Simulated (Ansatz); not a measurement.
Cd3Se:

```
Cd Se
1.0
    -2.04095    2.04095    6.08708
     2.04095   -2.04095    6.08708
     2.04095    2.04095   -6.08708
Cd Se
3 1
Direct
  0.50000 0.50000 0.00000
  0.25000 0.75000 0.50000
  0.75000 0.25000 0.50000
  0.00000 0.00000 0.00000
```

The cell comes from a database or a generator and needn't be the stable form of this composition.

| Quantity | Value |
| --- | --- |
| Program | Ansatz 0.2.0 |
| Task | single point |
| Functional | PBEsol |
| Potentials or basis | all-electron LAPW, scalar-relativistic |
| Cutoff | 241 eV (chosen from the basis error) |
| Basis error allowed | 0.001 eV/atom |
| k mesh | 9 × 9 × 9 |
| Occupations | fermi-dirac, width 0.05 eV |
| Spin | no spin polarisation |

On this cell: pressure -3.7 GPa; largest force under 0.003 eV/Å; band gap on the k mesh none (metal or under the smearing width).

The same run follows on a disturbed copy (atoms moved at random, drawn with an rms of 0.05 Å):

```
Cd Se
1.0
    -2.04095    2.04095    6.08708
     2.04095   -2.04095    6.08708
     2.04095    2.04095   -6.08708
Cd Se
3 1
Direct
  0.50212 0.51611 0.02056
  0.25578 0.75350 0.50228
  0.74774 0.24775 0.49184
  0.01235 0.01057 0.02108
```

What does the disturbed cell give?

The energy (extrapolated to zero smearing) moves by +0.5 meV/atom; pressure -3.7 GPa; largest force 0.108 eV/Å; band gap on the k mesh none (metal or under the smearing width).

Forces in eV/Å, atoms in the order of the input:
```
Cd  -0.039  0.035  0.005
Cd  -0.059 -0.091 -0.006
Cd   0.042  0.068 -0.019
Se   0.056 -0.013  0.020
```

Stress tensor (GPa, compression positive):
```
-4.48 -0.01  0.00
-0.01 -4.53  0.00
 0.00  0.00 -2.04
```
